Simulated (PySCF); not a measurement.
# CH7FGeSi: the cost of one run

Computed with PySCF 2.14.0 and routines of our own; the level stands in each step. Atoms count from 0.

## 1. The starting structure

11 atoms, charge 0, multiplicity 1; geometry from: GFN2-xTB.

## 2. Geometry optimisation at PBE0-D3(BJ)/def2-SVP

What the job is given:

```
{"job": {"xc": "PBE0", "basis": "def2-SVP", "d3": "d3bj", "grid": 1, "kind": "geom"}, "charge": 0, "multiplicity": 1}
C     -1.742869    -0.627412     0.268736
Ge    -0.253137     0.672680     0.085381
F     -0.678884     1.487100    -1.449241
Si     1.977083    -0.063369    -0.180342
H     -1.678902    -1.164970     1.210713
H     -2.698795    -0.111390     0.226304
H     -1.711496    -1.352434    -0.541346
H     -0.529901     1.856767     1.020418
H      2.381676    -0.749751     1.048000
H      2.061189    -1.006102    -1.296279
H      2.879461     1.061552    -0.418308
```

Launch:

```sh
> OMP_NUM_THREADS=1 python excited_run.py task.json out
```

The driver reads the jobs from task.json and runs them one after another.

Q: Estimate the wall time and peak memory of this first job on 1 thread of Arm Neoverse V1, shared host.

About 22 s, with a peak of 0.54 GiB.
